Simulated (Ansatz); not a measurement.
# C3H12GaP: small, medium and large basis sets

The task here is to estimate one member of a computed series from the others.

Program: Ansatz 0.2.0, Gaussian basis. Level of theory: one geometry, several basis sets. These are calculated values, not measurements.

The runs, in order: PBE0-D4/def2-SVP; ωB97M-V/def2-SVP; PBE0-D4/def2-QZVPP; ωB97M-V/def2-QZVPP; the functionals' def2-TZVPP values are taken from earlier runs.

**Structure used throughout**

The geometry comes from an earlier relaxation with PBE0-D4 in a triple-zeta def2 set; it is a stationary point, not always the lowest conformer.

SMILES `[CH3][Ga-]([CH3])([CH3])[PH3+]`, 17 atoms, charge 0, spin multiplicity 1.

Atoms are counted from 1 here; the program's logs count them from 0.

Bond lengths: C1–Ga2 1.992 Å, C1–H6 1.095 Å, C1–H7 1.093 Å, C1–H8 1.093 Å, Ga2–C3 1.992 Å, Ga2–C4 1.992 Å, Ga2–P5 2.653 Å, C3–H9 1.093 Å, C3–H10 1.093 Å, C3–H11 1.095 Å, C4–H12 1.093 Å, C4–H13 1.095 Å, C4–H14 1.093 Å, P5–H15 1.413 Å, P5–H16 1.413 Å, P5–H17 1.412 Å. Angles: Ga2–C1–H6 109.3°, Ga2–C1–H7 112.3°, Ga2–C1–H8 112.3°, H6–C1–H7 107.2°, H6–C1–H8 107.2°, H7–C1–H8 108.4°, C1–Ga2–C3 118.5°, C1–Ga2–C4 118.5°, C1–Ga2–P5 97.2°, C3–Ga2–C4 118.5°, C3–Ga2–P5 97.0°, C4–Ga2–P5 97.3°, Ga2–C3–H9 112.3°, Ga2–C3–H10 112.3°, Ga2–C3–H11 109.3°, H9–C3–H10 108.4°, H9–C3–H11 107.2°, H10–C3–H11 107.2° and more.

Geometry (Å):

```mol
C3H12GaP
  3D, bonds by distance, orders not assigned

 17 16  0  0  0  0  0  0  0  0999 V2000
   -0.4564    1.0152   -1.8109 C   0  0
    0.3635   -0.1010   -0.3798 Ga  0  0
    1.9401    0.6207    0.6004 C   0  0
    0.1147   -2.0755   -0.4548 C   0  0
   -1.4403    0.3932    1.5017 P   0  0
    0.1545    0.9471   -2.7166 H   0  0
   -0.5077    2.0712   -1.5345 H   0  0
   -1.4622    0.6781   -2.0738 H   0  0
    1.8302    1.6820    0.8369 H   0  0
    2.1341    0.0786    1.5293 H   0  0
    2.8322    0.5198   -0.0257 H   0  0
    0.3352   -2.5573    0.5011 H   0  0
    0.8007   -2.4982   -1.1956 H   0  0
   -0.8981   -2.3542   -0.7561 H   0  0
   -2.5386    1.2387    1.2297 H   0  0
   -2.1760   -0.6659    2.0782 H   0  0
   -1.0448    1.0072    2.7107 H   0  0
  1  2  8  0
  2  3  8  0
  2  4  8  0
  2  5  8  0
  1  6  8  0
  1  7  8  0
  1  8  8  0
  3  9  8  0
  3 10  8  0
  3 11  8  0
  4 12  8  0
  4 13  8  0
  4 14  8  0
  5 15  8  0
  5 16  8  0
  5 17  8  0
M  END
```

The first run:

The input, in.yaml:

```yaml
crystal:
  periodic: [false, false, false]
  atoms:
    - {symbol: C, position_ang: [-0.456394, 1.015169, -1.810885]}
    - {symbol: Ga, position_ang: [0.363499, -0.101007, -0.379755]}
    - {symbol: C, position_ang: [1.940063, 0.620673, 0.600382]}
    - {symbol: C, position_ang: [0.114713, -2.075487, -0.454778]}
    - {symbol: P, position_ang: [-1.440262, 0.393167, 1.501665]}
    - {symbol: H, position_ang: [0.154473, 0.947062, -2.716586]}
    - {symbol: H, position_ang: [-0.507696, 2.071235, -1.534450]}
    - {symbol: H, position_ang: [-1.462182, 0.678127, -2.073817]}
    - {symbol: H, position_ang: [1.830181, 1.681989, 0.836879]}
    - {symbol: H, position_ang: [2.134129, 0.078580, 1.529258]}
    - {symbol: H, position_ang: [2.832223, 0.519766, -0.025679]}
    - {symbol: H, position_ang: [0.335205, -2.557266, 0.501064]}
    - {symbol: H, position_ang: [0.800674, -2.498205, -1.195634]}
    - {symbol: H, position_ang: [-0.898118, -2.354192, -0.756077]}
    - {symbol: H, position_ang: [-2.538581, 1.238705, 1.229652]}
    - {symbol: H, position_ang: [-2.176011, -0.665886, 2.078155]}
    - {symbol: H, position_ang: [-1.044819, 1.007170, 2.710706]}
basis:
  gaussian: {orbitals: def2-SVP}
hamiltonian: {xc: pbe0, dispersion: d4}
output: {orbitals: {seedname: orbitals}}
```

Run with:

```
ansatz run in.yaml --threads 8 --pin off --events-out ev --progress --plain --max-ram 20889MiB
```

Among the steps run: PBE0-D4 in def2-SVP; ωB97M-V in def2-SVP; PBE0-D4 in def2-QZVPP; ωB97M-V in def2-QZVPP.

One of the session's tables, all rows but one given; the rest of the session is left out.

| functional | basis | HOMO (eV) | LUMO (eV) |
| --- | --- | --- | --- |
| PBE0-D4 | def2-SVP | ? | ? |
| PBE0-D4 | def2-TZVPP | -6.97 | -0.03 |
| PBE0-D4 | def2-QZVPP | -6.99 | -0.12 |
| ωB97M-V | def2-SVP | -9.11 | 2.30 |
| ωB97M-V | def2-TZVPP | -9.21 | 1.81 |
| ωB97M-V | def2-QZVPP | -9.22 | 1.22 |

**Question.** Estimate the row for PBE0-D4, def2-SVP.

**Answer.** HOMO (eV): -6.88; LUMO (eV): 0.36. In the column «HOMO (eV)» it is the highest.
